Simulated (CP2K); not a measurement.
# C2H5Sn (SMILES C=[CH][SnH2]): a chain of runs

Wanted: a geometry optimisation (doublet C2H5Sn, AM1), then energy and forces (quartet C2H5Sn, AM1), then a structure relaxation (quartet C2H5Sn, AM1) of C2H5Sn. 

The results are computed with CP2K 2026.2.

1 further run of the same task is left out (it didn't finish).

### Step 1. Starting point

C2H5Sn has 8 atoms, charge 0, and is taken as a doublet. As SMILES, `C=[CH][SnH2]`. The shape is that of a PBE0-D4/def2-TZVP optimisation. The run starts from this shape.

Bond lengths: C1–C2 1.330 Å, C2–Sn3 2.125 Å, C1–H4 1.087 Å, C1–H5 1.088 Å, C2–H6 1.088 Å, Sn3–H7 1.720 Å, Sn3–H8 1.720 Å. Angles: C1–C2–Sn3 122.8°, C1–C2–H6 119.1°, Sn3–C2–H6 118.1°, C2–C1–H4 122.4°, C2–C1–H5 121.8°, C2–Sn3–H7 107.9°, C2–Sn3–H8 110.6°, H4–C1–H5 115.8°, H7–Sn3–H8 110.3°.

### Step 2. A geometry optimisation at AM1 (run 1)

File molecule.xyz:

```xyz
8

C     -0.617000     1.072000    -0.685400
C     -0.218300     0.507100     0.450900
Sn     1.173900    -1.097300     0.511500
H     -0.274100     0.728200    -1.657400
H     -1.317200     1.904500    -0.696900
H     -0.584000     0.903300     1.395500
H      1.230900    -1.808900    -1.053700
H      0.697900    -2.266000     1.679800
```

File run.inp:

```
&GLOBAL
 PROJECT_NAME run
 RUN_TYPE GEO_OPT
 PRINT_LEVEL LOW
&END GLOBAL
# ionic moves
&MOTION
 &GEO_OPT
  OPTIMIZER BFGS
  MAX_ITER 100
  MAX_FORCE 4.5E-04
  RMS_FORCE 3.0E-04
 &END GEO_OPT
 &PRINT
  &TRAJECTORY
   &EACH
    GEO_OPT 1
   &END EACH
  &END TRAJECTORY
  &FORCES ON
   &EACH
    GEO_OPT 1
   &END EACH
  &END FORCES
  &RESTART OFF
  &END RESTART
  &RESTART_HISTORY OFF
  &END RESTART_HISTORY
 &END PRINT
&END MOTION
&FORCE_EVAL
 METHOD QS
 &DFT
  MULTIPLICITY 2
  SPIN_POLARIZED T
  # Quickstep
  &QS
   METHOD AM1
   EPS_DEFAULT 1.0E-10
   &SE
    &COULOMB
     CUTOFF [angstrom] 50
     RC_RANGE [angstrom] 0
    &END COULOMB
    &EXCHANGE
     CUTOFF [angstrom] 50
     RC_RANGE [angstrom] 0
    &END EXCHANGE
   &END SE
  &END QS
  &POISSON
   PERIODIC NONE
   POISSON_SOLVER ANALYTIC
  &END POISSON
  # SCF settings
  &SCF
   SCF_GUESS ATOMIC
   EPS_SCF 1.0E-06
   MAX_SCF 80
   ADDED_MOS 4
   &DIAGONALIZATION
    ALGORITHM STANDARD
   &END DIAGONALIZATION
   &MIXING
    METHOD DIRECT_P_MIXING
    ALPHA 0.4
   &END MIXING
  &END SCF
  &PRINT
   &MOMENTS
    PERIODIC F
    REFERENCE COM
    MAX_MOMENT 1
   &END MOMENTS
   &MULLIKEN OFF
   &END MULLIKEN
   &HIRSHFELD OFF
   &END HIRSHFELD
  &END PRINT
 &END DFT
 # atoms, cell and kinds
 &SUBSYS
  # box in angstrom
  &CELL
   ABC 10.5 12.2 11.3
   PERIODIC NONE
  &END CELL
  &TOPOLOGY
   COORD_FILE_NAME molecule.xyz
   COORD_FILE_FORMAT XYZ
   &CENTER_COORDINATES
   &END CENTER_COORDINATES
  &END TOPOLOGY
 &END SUBSYS
&END FORCE_EVAL
```

On the command line:

```console
OMP_NUM_THREADS=1 cp2k.psmp -i run.inp > run.out 2>&1
```

The log of the run:

```text
CP2K| version string:                                       CP2K version 2026.2
[...]
 GLOBAL| Method name                                                        CP2K
[...]
 GLOBAL| Run type                                                        GEO_OPT
[...]
                             - Atoms:                                          8
[...]
                             - Spherical basis functions:                     17
[...]
 Number of electrons:                                                          9
[...]
     1 P_Mix/Diag. 0.40E+00    0.0     0.40321086       -10.5167088007 -1.05E+01
[...]
  *** SCF run converged in    34 steps ***
[...]
 ENERGY| Total FORCE_EVAL ( QS ) energy [hartree]            -14.912087076298555
[...]
 OPT| Step number                                                              0
[...]
 OPT| Total energy [hartree]                                      -14.9120870763
[...]
 OPT| Step number                                                             26
[...]
 OPT| Total energy [hartree]                                      -14.9179918078
[...]
 OPT| Step number                                                             27
[...]
 OPT| Total energy [hartree]                                      -14.9179918629
[...]
 ***                    GEOMETRY OPTIMIZATION COMPLETED                      ***
[...]
    10 DIIS/Diag.  0.26E-06    0.0     0.00000061       -14.9179918630 -9.95E-12
  *** SCF run converged in    10 steps ***
  Core-core repulsion energy [eV]:                            712.32829226831188
  Core Hamiltonian energy [eV]:                              -603.79374906685723
  Two-electron integral energy [eV]:                        -1028.94749230662774
  Electronic energy [eV]:                                   -1118.26749522017099
  Total energy [eV]:                                         -405.93920295185910
  Atomic reference energy [eV]:                               408.55112935106342
  Heat of formation [kcal/mol]:                                60.23245843445812
[...]
 SE_DIPOLE| Moment [Debye]         -0.88537557      -0.42659563      -0.02655033
 SE_DIPOLE| Derivative [a.u.]       0.00000000       0.00000000       0.00000000
 ENERGY| Total FORCE_EVAL ( QS ) energy [hartree]            -14.917991862955265
[...]
```

It took 1.1 s on 1 thread of Arm Neoverse V2, shared host.

Step by step:

| step | energy from the first frame kept (eV) | largest force (eV/Å) |
| --- | --- | --- |
| 1 | 0.0000 | 0.3933 |
| 3 | -0.0242 | 0.1419 |
| 5 | -0.0270 | 0.0406 |
| 7 | -0.0285 | 0.0558 |
| 9 | -0.0290 | 0.0184 |
| 11 | -0.0292 | 0.0270 |
| 13 | -0.0294 | 0.0121 |
| 15 | -0.0295 | 0.0316 |
| 17 | -0.0297 | 0.0091 |
| 19 | -0.0298 | 0.0297 |
| 21 | -0.0302 | 0.0478 |
| 23 | -0.0307 | 0.0258 |
| 25 | -0.0308 | 0.0045 |
| 27 | -0.0308 | 0.0008 |
| 28 | -0.0308 | 0.0008 |

After the run. Bond lengths: C1–C2 1.327 Å, C2–Sn3 2.072 Å, C1–H4 1.100 Å, C1–H5 1.101 Å, C2–H6 1.100 Å, Sn3–H7 1.623 Å, Sn3–H8 1.623 Å. Angles: C1–C2–Sn3 125.4°, C1–C2–H6 120.3°, Sn3–C2–H6 114.3°, C2–C1–H4 123.5°, C2–C1–H5 122.9°, C2–Sn3–H7 108.1°, C2–Sn3–H8 106.7°, H4–C1–H5 113.7°, H7–Sn3–H8 108.7°.

### Step 3. The quartet: energy and gradient at AM1 (run 2)

File molecule.xyz:

```xyz
8

C      4.701960     7.372882     4.951408
C      5.082474     6.717602     6.040880
Sn     6.487316     5.194983     6.097912
H      5.093090     7.157005     3.946425
H      3.957479     8.183867     4.971363
H      4.662661     6.982350     7.022118
H      6.389617     4.366081     4.705780
H      6.062696     4.214141     7.318798
```

File job.inp:

```
&GLOBAL
   PROJECT_NAME job
   RUN_TYPE ENERGY_FORCE
   PRINT_LEVEL MEDIUM
&END GLOBAL

&FORCE_EVAL
   METHOD Quickstep
   &DFT
      MULTIPLICITY 4
      LSD T
      &QS
         METHOD AM1
         EPS_DEFAULT 1.0E-10
         &SE
            &COULOMB
               CUTOFF [angstrom] 50
               RC_RANGE [angstrom] 0
            &END COULOMB
            &EXCHANGE
               CUTOFF [angstrom] 50
               RC_RANGE [angstrom] 0
            &END EXCHANGE
         &END SE
      &END QS
      ! no periodic images
      &POISSON
         PERIODIC NONE
         POISSON_SOLVER ANALYTIC
      &END POISSON
      ! SCF settings
      &SCF
         SCF_GUESS ATOMIC
         EPS_SCF 1.0E-06
         MAX_SCF 80
         ADDED_MOS 2
         &DIAGONALIZATION
            ALGORITHM STANDARD
         &END DIAGONALIZATION
         &MIXING
            METHOD DIRECT_P_MIXING
            ALPHA 0.4
         &END MIXING
      &END SCF
      ! extra output
      &PRINT
         &MOMENTS
            PERIODIC F
            REFERENCE COM
            MAX_MOMENT 1
         &END MOMENTS
         &MO ON
            ENERGIES T
            OCCUPATION_NUMBERS T
            NDIGITS 6
            &EACH
               QS_SCF 0
            &END EACH
            ADD_LAST NUMERIC
         &END MO
         &HIRSHFELD OFF
         &END HIRSHFELD
      &END PRINT
   &END DFT
   ! structure
   &SUBSYS
      ! box in angstrom
      &CELL
         ABC 10.5 12 11.4
         PERIODIC NONE
      &END CELL
      &TOPOLOGY
         COORD_FILE_NAME molecule.xyz
         COORD_FILE_FORMAT XYZ
         &CENTER_COORDINATES
         &END CENTER_COORDINATES
      &END TOPOLOGY
   &END SUBSYS
   ! extra output
   &PRINT
      &FORCES ON
      &END FORCES
   &END PRINT
&END FORCE_EVAL
```

On the command line:

```console
OMP_NUM_THREADS=1 cp2k.psmp -i job.inp > job.out 2>&1
```

The log of the run:

```text
CP2K| version string:                                       CP2K version 2026.2
[...]
 GLOBAL| Method name                                                        CP2K
[...]
 GLOBAL| Run type                                                   ENERGY_FORCE
[...]
                             - Atoms:                                          8
[...]
                             - Spherical basis functions:                     17
[...]
 Number of electrons:                                                         10
[...]
     1 P_Mix/Diag. 0.40E+00    0.0     0.44388444       -10.4906747622 -1.05E+01
[...]
    45 DIIS/Diag.  0.40E-06    0.0     0.00000097       -14.7621573550  3.41E-12
  *** SCF run converged in    45 steps ***
  Core-core repulsion energy [eV]:                            712.32828257313565
  Core Hamiltonian energy [eV]:                              -609.50199248748072
  Two-electron integral energy [eV]:                        -1009.05004084498523
  Electronic energy [eV]:                                   -1114.02701290997311
  Total energy [eV]:                                         -401.69873033683768
  Atomic reference energy [eV]:                               408.55112935106342
  Heat of formation [kcal/mol]:                               158.02008775071323
[...]
 SE_DIPOLE| Moment [Debye]         -1.39846766       0.53555575      -0.73406571
 SE_DIPOLE| Derivative [a.u.]       0.00000000       0.00000000       0.00000000
 ENERGY| Total FORCE_EVAL ( QS ) energy [hartree]            -14.762157354969272
 FORCES| Atomic forces [hartree/bohr]
 FORCES|   Atom     x               y               z               |f|
 FORCES|      1  1.29019712E-02 -2.17516432E-03 -3.37602830E-02   3.62070284E-02
 FORCES|      2 -2.60666690E-02  2.25392959E-02  1.73631665E-02   3.85871824E-02
 FORCES|      3  4.12966110E-03 -1.15791932E-02  2.74891093E-03   1.25971555E-02
 FORCES|      4 -1.61638292E-03  4.52289637E-03 -2.32726790E-03   5.33717727E-03
 FORCES|      5 -3.85398883E-03 -2.77090602E-03  2.02235755E-03   5.15956202E-03
 FORCES|      6  1.46358223E-02 -1.54697156E-02  1.38678697E-02   2.54133273E-02
 FORCES|      7 -6.07825608E-05  2.87947154E-03 -1.92714960E-03   3.46539413E-03
 FORCES|      8 -6.96312908E-05  2.05331522E-03  2.01239577E-03   2.87588050E-03
 FORCES| Sum    -6.93889390E-17 -1.80411242E-16 -4.71844785E-16
 FORCES| Total atomic force                                       5.09902483E-16
[...]
```

It took 0.28 s on 1 thread of Arm Neoverse V2, shared host.

### Step 4. The quartet: a structure relaxation at AM1 (run 3)

molecule.xyz is that of step 3.

File gas.inp:

```
&GLOBAL
 PROJECT gas
 RUN_TYPE GEO_OPT
 PRINT_LEVEL LOW
&END GLOBAL
&FORCE_EVAL
 METHOD QS
 &DFT
  MULTIPLICITY 4
  UKS T
  &QS
   METHOD AM1
   EPS_DEFAULT 1.0E-10
   &SE
    &COULOMB
     CUTOFF [angstrom] 50
     RC_RANGE [angstrom] 0
    &END COULOMB
    &EXCHANGE
     CUTOFF [angstrom] 50
     RC_RANGE [angstrom] 0
    &END EXCHANGE
   &END SE
  &END QS
  &POISSON
   PERIODIC NONE
   POISSON_SOLVER ANALYTIC
  &END POISSON
  &SCF
   SCF_GUESS ATOMIC
   EPS_SCF 1.0E-06
   MAX_SCF 80
   ADDED_MOS 2
   &DIAGONALIZATION
    ALGORITHM STANDARD
   &END DIAGONALIZATION
   &MIXING
    METHOD DIRECT_P_MIXING
    ALPHA 0.4
   &END MIXING
  &END SCF
  &PRINT
   &MOMENTS
    PERIODIC F
    REFERENCE COM
    MAX_MOMENT 1
   &END MOMENTS
   &MULLIKEN OFF
   &END MULLIKEN
   &HIRSHFELD OFF
   &END HIRSHFELD
  &END PRINT
 &END DFT
 &SUBSYS
  &CELL
   ABC 10.5 12 11.4
   PERIODIC NONE
  &END CELL
  &TOPOLOGY
   COORD_FILE_NAME molecule.xyz
   COORD_FILE_FORMAT XYZ
   &CENTER_COORDINATES
   &END CENTER_COORDINATES
  &END TOPOLOGY
 &END SUBSYS
&END FORCE_EVAL
&MOTION
 &GEO_OPT
  OPTIMIZER BFGS
  MAX_ITER 100
  MAX_FORCE 4.5E-04
  RMS_FORCE 3.0E-04
 &END GEO_OPT
 &PRINT
  &TRAJECTORY
   &EACH
    GEO_OPT 1
   &END EACH
  &END TRAJECTORY
  &FORCES ON
   &EACH
    GEO_OPT 1
   &END EACH
  &END FORCES
  &RESTART OFF
  &END RESTART
  &RESTART_HISTORY OFF
  &END RESTART_HISTORY
 &END PRINT
&END MOTION
```

On the command line:

```console
OMP_NUM_THREADS=1 cp2k.psmp -i gas.inp -o gas.out
```

The log of the run:

```text
CP2K| version string:                                       CP2K version 2026.2
 CP2K| Input file name                                                   gas.inp

[... 135 lines left out ...]
  *** SCF run converged in    45 steps ***
[... 9 lines left out ...]
  Heat of formation [kcal/mol]:                               158.02008775071323
[... 2 lines left out ...]
 SE_DIPOLE| Moment [a.u.]          -0.55019956       0.21070386      -0.28880370
[... 1 line left out ...]
 SE_DIPOLE| Derivative [a.u.]       0.00000000       0.00000000       0.00000000
[... 34 lines left out ...]
  Step     Update method      Time    Convergence         Total energy    Change
[... 92 lines left out ...]
  Heat of formation [kcal/mol]:                               151.08459478593406
[... 5 lines left out ...]
 *  \___/     SCF run NOT converged. To continue the calculation regardless,   *
 *    |             please set the keyword IGNORE_CONVERGENCE_FAILURE.         *
 *  O/|                                                                        *
 * /| |                                                                        *
 * / \                                                            qs_scf.F:702 *
 *******************************************************************************

 ===== Routine Calling Stack =====

            7 scf_env_do_scf
            6 qs_energies
            5 qs_forces
            4 cp_eval_at
            3 geoopt_bfgs
            2 cp_geo_opt
            1 CP2K

Program received signal SIGABRT: Process abort signal.

Backtrace for this error:
#0  0x40bb1a51f957 in ???
#1  0x40bb3add4cac in __pthread_kill_implementation
#2  0x40bb3ad7bfb7 in raise
#3  0x40bb3ad65d37 in abort
#4  0x40bb1abf2d83 in ???
#5  0x40bb1abf4297 in ???
#6  0x40bb1bac99ab in ???
#7  0x40bb1bad3c7b in ???
#8  0x40bb1b94555b in ???
#9  0x40bb1a7d4d13 in ???
#10  0x40bb1a5ca0cf in ???
#11  0x40bb1c09f98b in ???
#12  0x40bb1cd62a7b in ???
#13  0x40bb1c09ed83 in ???
#14  0x40bb1aea6f57 in ???
#15  0x40bb1aea9d0b in ???
#16  0x40bb1a5c0db3 in ???
#17  0x40bb1a5bef13 in ???
#18  0x40bb3ad66573 in __libc_start_call_main
#19  0x40bb3ad66657 in __libc_start_main_impl
#20  0x40bb1a5bf06f in ???
#21  0xffffffffffffffff in ???
```

Wall time 0.4 s (1 thread of Arm Neoverse V2, shared host).

The iterations ended before the threshold was met.

### Step 5. Outcome

| quantity | value |
| --- | --- |
| run 1, AM1: total energy at the end | -14.91799 Eh |
| run 1, AM1: dipole moment | 0.98 D |
| run 1, AM1: heat of formation | 60.2 kcal/mol |
| quartet, run 2: total energy | -14.76216 Eh |
| quartet, run 2: dipole moment | 1.67 D |
| quartet, run 2: HOMO energy (highest over α and β) | -6.29 eV |
| quartet, run 2: LUMO energy (lowest over α and β) | -3.13 eV |
| quartet, run 2: heat of formation at this unrelaxed shape | 158.0 kcal/mol |
| quartet, run 2: largest force on an atom | 1.984 eV/Å |
| quartet, run 3 | no result (not converged) |

**Reading.** The optimisation (run 1, AM1) took 27 steps. 1 of the 3 runs did not end normally.
